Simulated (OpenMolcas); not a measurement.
**CH3In (SMILES C[In]), step by step**

We compute the energy (HF/ANO-R0), then the energy (CASSCF(2,2)/ANO-R1), then the energy along one coordinate (CASPT2(2,2)/ANO-R1), then the energy along one coordinate (SC-NEVPT2(2,2)/ANO-R1), then the energy along one coordinate (MC-PDFT[tPBE](2,2)/ANO-R1) of CH3In. 

The results are computed with OpenMolcas 26.06.

**1. The structure to begin with**

CH3In has 5 atoms, charge 0, and is taken as a singlet. SMILES: `C[In]`. The coordinates come from a PBE0-D4/def2-TZVP relaxation.

Bond lengths: C1–In2 2.238 Å, C1–H3 1.096 Å, C1–H4 1.096 Å, C1–H5 1.096 Å. Angles: In2–C1–H3 111.3°, In2–C1–H4 111.3°, In2–C1–H5 111.3°, H3–C1–H4 107.6°, H3–C1–H5 107.6°, H4–C1–H5 107.6°.

**2. The energy at HF/ANO-R0 (sfX2C) (run 1)**

Input file struct.xyz:

```xyz
5

C     -0.182770     0.073150    -0.070580
In     1.772750    -0.709460     0.684610
H     -0.972960    -0.040920     0.680150
H     -0.502560    -0.460530    -0.972760
H     -0.114460     1.137770    -0.321410
```

Input file step1.inp:

```
&GATEWAY
Coord = struct.xyz
Basis = ANO-R0
Group = NoSym
&SEWARD
&SCF
PrOrbitals = 0
&LOCALISATION
Occupied
Freeze
Pipek-Mezey
&LOCALISATION
FileOrb = $Project.LocOrb
Virtual
Pipek-Mezey
```

The run is started by

```bash
$ export MOLCAS_MEM=1860
$ pymolcas step1.inp > step1.log
```

What it wrote, cut to the lines that bear on the results:

```text
--- Start Module: gateway ---
[...]
--- Stop Module: gateway /rc=_RC_ALL_IS_WELL_ ---
[...]
      Basis functions           35
[...]
       Convergence after  10 Iterations
[...]
::    Total SCF energy                              -5917.7034402845
[...]
      Total spin, S                                     0.0000000000
[...]
      Total electronic charge=   58.000000
      Total            charge=   -0.000000
[...]
      Dipole Moment (debye):
      Origin of the operator (angstrom)=    1.5386   -0.6157    0.5942
                   X=  4.5543E-01               Y= -1.8226E-01               Z=  1.7588E-01           Total=  5.2112E-01
      Quadrupole Moment (debye*angstrom):
[...]
--- Start Module: localisation ---
[...]
--- Stop Module: localisation /rc=_RC_ALL_IS_WELL_ ---
--- Start Module: localisation ---
[...]
--- Stop Module: localisation /rc=_RC_ALL_IS_WELL_ ---
[...]
```

It took 3 s on 1 thread of Intel Xeon 6975P-C (Granite Rapids), shared host; peak memory 0.41 GiB.

**3. A single-point energy at CASSCF(2,2)/ANO-R1 (sfX2C, RICD fitting) (run 2)**

struct.xyz is that of step 2.

Input file step2.inp:

```
&GATEWAY
Coord=struct.xyz
Basis=ANO-R0
Group=NoSym
&SEWARD
&RASSCF
FileOrb=$CurrDir/step1.LocOrb
Alter=2
1 25 29
1 30 32
Spin=1
Nactel=2 0 0
Inactive=28
Ras2=2
OrbListing=Nothing
>>> COPY $Project.RunFile RUNFIL1
>>> COPY $Project.RasOrb INPORB
&GATEWAY
Coord=struct.xyz
Basis=ANO-R1
Group=NoSym
RICD
&SEWARD
>>> COPY $Project.RunFile RUNFIL2
&EXPBAS
&RASSCF
FileOrb=$Project.ExpOrb
Spin=1
Nactel=2 0 0
Inactive=28
Ras2=2
OrbListing=Nothing
OrbAppear=Compact
```

The run is started by

```bash
$ export MOLCAS_MEM=1860
$ pymolcas step2.inp > step2.log
```

What it wrote, cut to the lines that bear on the results:

```text
--- Start Module: gateway ---
[...]
      Basis functions           35
[...]
      Number of active orbitals                  2
[...]
      Spin quantum number                      0.0
[...]
      Active orbitals                            2
[...]
      Number of CSFs                             3
[...]
      Number of root(s) required                 1
[...]
      Convergence after 13 iterations
[...]
      printout of CI-coefficients larger than  0.05 for root  1
      energy=   -5917.714425
      conf/sym  11     Coeff  Weight
             1  20   0.99547 0.99097
             3  02  -0.09503 0.00903
      Natural orbitals and occupation numbers for root  1
      sym 1:   1.981938   0.018062
      ************************************************************************************************************************
      *                                                    Final results                                                     *
[...]
::    RASSCF root number  1 Total energy:  -5917.71442476
[...]
      Basis functions           72
[...]
      Convergence after 15 iterations
[...]
::    RASSCF root number  1 Total energy:  -5917.95973717
[...]
      Total electronic charge=   58.000000
      Total            charge=   -0.000000
[...]
```

It took 13 s on 1 thread of Intel Xeon 6975P-C (Granite Rapids), shared host; peak memory 0.41 GiB.

**4. An energy scan at CASPT2(2,2)/ANO-R1 (sfX2C, RICD fitting, ipea shift 0.25 Eh, pt2 variant SS) (run 3)**

Input file step3.input:

```
>>> COPY $CurrDir/step2.RasOrb $Project.RasOrb
>>> ForEach K in (1, 2, 3, 4, 5, 6, 7, 8, 9)

&GATEWAY
  Coord = $CurrDir/point$K.xyz
  Basis = ANO-R1
  Group = NoSym
  RICD

&SEWARD

&RASSCF
  FileOrb = $Project.RasOrb
  Spin = 1
  Nactel = 2 0 0
  Inactive = 28
  Ras2 = 2
  OrbListing = Nothing
  OrbAppear = Compact

&CASPT2
  Imaginary = 0.2
  Frozen = 19
>>> EndDo
```

The run is started by

```bash
$ export MOLCAS_MEM=1860
$ pymolcas step3.input > step3.log
```

What it wrote:

```text
--- Start Module: gateway ---

                                              &GATEWAY

                       available to each process: 1.9 GB of memory, 1 thread

++    Symmetry information:
      ---------------------

                    Character Table for C1

                             E
                    a        1  x, y, xy, Rz, z, xz, Ry, yz, Rx, I
--

++    Basis set information:
      ----------------------

      Basis set label: C.ANO-R...3S2P1D.

      Electronic valence basis set:
      ------------------
      Associated Effective Charge   6.000000 au
      Associated Actual Charge      6.000000 au
      Nuclear Model: Finite nucleus - Gaussian distribution
        Gaussian exponent, Xi/bohr**(-2):  6.80775E+08

      Shell  nPrim  nBasis  Cartesian Spherical Contaminant
         s      12       3        X
         p       7       2        X
         d       3       1                 X

      Basis set label: IN.ANO-R...6S5P3D1F.

      Electronic valence basis set:
      ------------------
      Associated Effective Charge  49.000000 au
      Associated Actual Charge     49.000000 au
      Nuclear Model: Finite nucleus - Gaussian distribution
        Gaussian exponent, Xi/bohr**(-2):  1.95486E+08

      Shell  nPrim  nBasis  Cartesian Spherical Contaminant
         s      23       6        X
         p      18       5        X
         d      12       3                 X
         f       6       1                 X

      Basis set label: H.ANO-R...2S1P.

      Electronic valence basis set:
      ------------------
      Associated Effective Charge   1.000000 au
      Associated Actual Charge      1.000000 au
      Nuclear Model: Finite nucleus - Gaussian distribution
        Gaussian exponent, Xi/bohr**(-2):  2.12482E+09

      Shell  nPrim  nBasis  Cartesian Spherical Contaminant
         s       7       2        X
         p       4       1        X
--

++    Molecular structure info:
      -------------------------

                    ************************************************
                    **** Cartesian Coordinates / bohr, angstrom ****
                    ************************************************

     Center  Label                x              y              z                     x              y              z
        1      C1              -0.495138       0.116615       0.008897             -0.262016       0.061710       0.004708
        2      IN2              3.200259      -1.362304       1.435999              1.693504      -0.720900       0.759898
        3      H3              -1.838628      -0.077328       1.285297             -0.972960      -0.040920       0.680150
        4      H4              -1.099454      -0.891894      -1.695976             -0.581806      -0.471970      -0.897472
        5      H5              -0.366051       2.128455      -0.465103             -0.193706       1.126330      -0.246122

                    ***************************************
                    *    InterNuclear Distances / bohr    *
                    ***************************************

               1 C1            2 IN2           3 H3            4 H4            5 H5
    1 C1       0.000000
    2 IN2      4.228449        0.000000
    3 H3       1.863270        5.202332        0.000000
    4 H4       2.070961        5.340233        3.177717        0.000000
    5 H5       2.070952        5.340239        3.177713        3.342968        0.000000

                    *******************************************
                    *    InterNuclear Distances / angstrom    *
                    *******************************************

               1 C1            2 IN2           3 H3            4 H4            5 H5
    1 C1       0.000000
    2 IN2      2.237599        0.000000
    3 H3       0.986000        2.752955        0.000000
    4 H4       1.095905        2.825929        1.681576        0.000000
    5 H5       1.095900        2.825933        1.681573        1.769023        0.000000

                    **************************************
                    *    Valence Bond Angles / degree    *
                    **************************************
                          Atom centers                 Phi
                      3 H3       1 C1       4 H4       107.63
                      3 H3       1 C1       5 H5       107.63
                      4 H4       1 C1       5 H5       107.63
--

            Nuclear Potential Energy            107.24222923 au

--- Stop Module: gateway /rc=_RC_ALL_IS_WELL_ ---
--- Module gateway spent 5 seconds ---

--- Start Module: seward ---

                                              &SEWARD

                       available to each process: 1.9 GB of memory, 1 thread

               SEWARD will generate:
                  Multipole Moment integrals up to order  2
                  Kinetic Energy integrals
                  Nuclear Attraction integrals (finite nuclei - Gaussian type)
                  One-Electron Hamiltonian integrals
                  Velocity integrals
                  Relativistic X2C integrals
                  Orbital angular momentum around (  2.7589  -1.1850   1.2640 )
                  Velocity quadrupole around (  2.7589  -1.1850   1.2640 )
                  Atomic mean-field integrals
                  RI decomposed two-electron repulsion integrals stored Cholesky style
                   - acCD auxiliary basis
                   - CD Threshold:   1.00E-04

                   Integrals are discarded if absolute value <: 1.00E-14
                   Integral cutoff threshold is set to       <: 1.00E-16

[... 110 lines left out ...]
      Convergence after 12 iterations
[... 12 lines left out ...]
      conf/sym  11     Coeff  Weight
[... 14 lines left out ...]
      RASSCF energy for state  1                  -5917.94832574
[... 42 lines left out ...]
      Dipole Moment (debye):
[... 124 lines left out ...]
      Imaginary shift                            0.20
[... 51 lines left out ...]
      Total energy:           -5918.4850498073
[... 267 lines left out ...]
                                         RASSCF iterations: Energy and convergence statistics
[... 22 lines left out ...]
      energy=   -5917.959739
[... 11 lines left out ...]
++    Final optimization conditions:
[... 17 lines left out ...]
      Von Neumann Entropy (Root   1) =  0.07029
[... 111 lines left out ...]
 ###    WARNING: User changed nr of frozen orbitals.                         ###
[... 89 lines left out ...]
      Reference energy:       -5917.9597389827
[... 202 lines left out ...]
      Nuclear repulsion energy =  106.11750753
[... 90 lines left out ...]
      printout of CI-coefficients larger than  0.05 for root  1
[... 9 lines left out ...]
      *                                                    Final results                                                     *
[... 19 lines left out ...]
::    RASSCF root number  1 Total energy:  -5917.95584651
[... 100 lines left out ...]
      Spin density orbitals for root   1 are written to the SPDORB.1 file
[... 99 lines left out ...]
  FINAL CASPT2 RESULT:
[... 30 lines left out ...]
::    CASPT2 Root  1     Total energy:  -5918.49120219
[... 261 lines left out ...]
      Note: transformation to natural orbitals
[... 8 lines left out ...]
      Natural orbitals and occupation numbers for root  1
[... 20 lines left out ...]
      Final state energy(ies):
[... 102 lines left out ...]
      Natural orbitals for root   1 are written to the RASORB.1 file
[... 72 lines left out ...]
 Compute H0 matrices for state    1
[... 35 lines left out ...]
      Reference weight:           0.87370
[... 274 lines left out ...]
      Convergence after 13 iterations
[... 12 lines left out ...]
      conf/sym  11     Coeff  Weight
[... 14 lines left out ...]
      RASSCF energy for state  1                  -5917.90447096
[... 42 lines left out ...]
      Dipole Moment (debye):
[... 124 lines left out ...]
      Imaginary shift                            0.20
[... 50 lines left out ...]
      Total energy:           -5918.4362878106
[... 265 lines left out ...]
                                         RASSCF iterations: Energy and convergence statistics
[... 22 lines left out ...]
      energy=   -5917.868202
[... 11 lines left out ...]
++    Final optimization conditions:
[... 17 lines left out ...]
      Von Neumann Entropy (Root   1) =  0.36398
[... 111 lines left out ...]
 ###    WARNING: User changed nr of frozen orbitals.                         ###
[... 87 lines left out ...]
      Reference energy:       -5917.8682019301
[... 200 lines left out ...]
      Nuclear repulsion energy =  102.90169344
[... 90 lines left out ...]
      printout of CI-coefficients larger than  0.05 for root  1
[... 9 lines left out ...]
      *                                                    Final results                                                     *
[... 19 lines left out ...]
::    RASSCF root number  1 Total energy:  -5917.83718368
[... 100 lines left out ...]
      Spin density orbitals for root   1 are written to the SPDORB.1 file
[... 97 lines left out ...]
  FINAL CASPT2 RESULT:
[... 30 lines left out ...]
::    CASPT2 Root  1     Total energy:  -5918.36399745
[... 259 lines left out ...]
      Note: transformation to natural orbitals
[... 8 lines left out ...]
      Natural orbitals and occupation numbers for root  1
[... 20 lines left out ...]
      Final state energy(ies):
[... 102 lines left out ...]
      Natural orbitals for root   1 are written to the RASORB.1 file
[... 72 lines left out ...]
 Compute H0 matrices for state    1
[... 33 lines left out ...]
      Reference weight:           0.87348
[... 274 lines left out ...]
      Convergence after 14 iterations
[... 12 lines left out ...]
      conf/sym  11     Coeff  Weight
[... 14 lines left out ...]
      RASSCF energy for state  1                  -5917.80392002
[... 42 lines left out ...]
      Dipole Moment (debye):
[... 51 lines left out ...]
      NBO located      1.000 non-bonded electrons on atom IN2
      NBO located      1.000 non-bonded electrons on atom IN2
      NBO located      1.000 non-bonded electrons on atom IN2
      NBO located      1.000 non-bonded electrons on atom IN2
      NBO located      1.000 non-bonded electrons on atom IN2
      NBO located      1.000 non-bonded electrons on atom IN2
      NBO located      1.000 non-bonded electrons on atom IN2
      NBO located      1.000 non-bonded electrons on atom IN2
      NBO located      1.000 non-bonded electrons on atom IN2
      NBO located      1.000 non-bonded electrons on atom IN2
      NBO located      1.000 non-bonded electrons on atom IN2
      NBO located      1.000 non-bonded electrons on atom IN2
      The remaining    4.344 electrons are to be considered as diffuse
--

--

      Average orbitals are written to the RASORB file
      Natural orbitals for root   1 are written to the RASORB.1 file
      Spin density orbitals for root   1 are written to the SPDORB.1 file

--- Stop Module: rasscf /rc=_RC_ALL_IS_WELL_ ---
--- Module rasscf spent 1 second ---

--- Start Module: caspt2 ---

                                              &CASPT2

                       available to each process: 1.9 GB of memory, 1 thread

 ###############################################################################
 ###    WARNING: User changed nr of frozen orbitals.                         ###
 ###############################################################################

++    Wave function specifications:
      -----------------------------

      Number of closed shell electrons          18
      Number of electrons in active shells       2
      Max number of holes in RAS1 space          0
      Max number of electrons in RAS3 space      0
      Number of inactive orbitals                9
      Number of active orbitals                  2
      Number of secondary orbitals              42
      Spin quantum number                      0.0
      State symmetry                             1
      Number of CSFs                             3
      Number of CASSCF root(s) available         1
      CASPT2 state passed to geometry opt.       1
      A file JOBMIX will be created
      This is a CASSCF or RASSCF reference function
--

++    Orbital specifications:
      -----------------------

      Symmetry species                           1
                                                 a
      Frozen orbitals                           19
      Inactive orbitals                          9
      Active orbitals                            2
      Secondary orbitals                        42
      Deleted orbitals                           0
      Number of basis functions                 72
--

++    CASPT2 specifications:
      ----------------------

      Type of calculation                        SS-CASPT2
      Fock operator                              state-specific
      IPEA shift                                 0.25
      Real shift                                 0.00
      Imaginary shift                            0.20
      The input orbitals will be transformed to quasi-canonical
--

--------------------------------------------------------------------------------
 Estimated memory requirements:
  POLY3 :                   250070
  RHS:                      342506
  SIGMA :                   331270
  PRPCTL:                        0
 Available workspace:    232488756

++ CASPT2 computation for group   1

********************************************************************************
 Multi-State initialization phase begins for group   1
--------------------------------------------------------------------------------
********************************************************************************
 Compute H0 matrices for state    1
--------------------------------------------------------------------------------
--------------------------------------------------------------------------------
 H0 matrices have been computed.

********************************************************************************
  CASPT2 EQUATION SOLUTION
--------------------------------------------------------------------------------

  Total nr of CASPT2 parameters:
   Before reduction:      117360
   After  reduction:      112749

 Variance of |WF0>:       2.4104445071

 The contributions to the second order correlation energy in atomic units.
-----------------------------------------------------------------------------------------------------------------------------
  IT.      VJTU        VJTI        ATVX        AIVX        VJAI        BVAT        BJAT        BJAI        TOTAL       RNORM
-----------------------------------------------------------------------------------------------------------------------------
   1    -0.000000   -0.000111    0.000000   -0.007265   -0.008339   -0.000274   -0.035050   -0.469205   -0.520243    0.001719
   2    -0.000000   -0.000114    0.000000   -0.007334   -0.008346   -0.000274   -0.035094   -0.469225   -0.520387    0.000292
   3    -0.000000   -0.000114    0.000000   -0.007336   -0.008345   -0.000274   -0.035095   -0.469223   -0.520388    0.000048
   4    -0.000000   -0.000114    0.000000   -0.007335   -0.008345   -0.000274   -0.035093   -0.469223   -0.520384    0.000005
-----------------------------------------------------------------------------------------------------------------------------

  FINAL CASPT2 RESULT:

      Reference energy:       -5917.8039200184
      E2 (Non-variational):      -0.5203839789
      Shift correction:          -0.0024188727
      E2 (Variational):          -0.5228028517
      Total energy:           -5918.3267228701
      Residual norm:              0.0000006163
      Reference weight:           0.87455

      Contributions to the CASPT2 correlation energy
      Active & Virtual Only:         -0.0002743359
      One Inactive Excited:          -0.0424284193
      Two Inactive Excited:          -0.4776812237

++ Denominators, etc.
--------------------------------------------------------------------------------------------------------------
 Report on small energy denominators, large coefficients, and large energy contributions.
CASE  SYMM ACTIVE-MIX  NON-ACTIVE INDICES          DENOMINATOR     RHS VALUE       COEFFICIENT     CONTRIBUTION
VJTU     1  Mu1.0001  In1.028                       0.20869010     -0.00000040      0.00342257     -0.00000000
ATVX     1  Mu1.0001  Se1.031                       0.23779153      0.00000000      0.00000000      0.00000000
ATVX     1  Mu1.0001  Se1.032                       0.25182422      0.00000053      0.00175319      0.00000000
[... 13 lines of this table left out ...]
BJAIM    1  Se1.065 In1.023 Se1.065 In1.024         6.12531121      0.20677804     -0.03372235     -0.00697304
--

   (Skipping property calculation,
    use PROP keyword to activate)
--

  Total CASPT2 energies:
::    CASPT2 Root  1     Total energy:  -5918.32672287

  A NEW JOBIPH FILE NAMED 'JOBMIX' IS PREPARED.
********************************************************************************
--- Stop Module: caspt2 /rc=_RC_ALL_IS_WELL_ ---

>>> END FOREACH

.##################.
.# Happy landing! #.
.##################.

    Timing: Wall=95.00 User=85.33 System=8.97
```

Run time: 95 s. Hardware: 1 thread of Intel Xeon 6975P-C (Granite Rapids), shared host; peak memory 0.28 GiB.

The scan, from its lowest point:

| H3–C1 (Å) | energy (kJ/mol) |
| --- | --- |
| 0.986 | 28.3 |
| 1.096 | 0.0 |
| 1.205 | 12.2 |
| 1.370 | 66.1 |
| 1.589 | 156.4 |
| 1.863 | 258.5 |
| 2.192 | 346.2 |
| 2.630 | 410.1 |
| 3.288 | 444.0 |

(Part 1 of 3 ends here.)
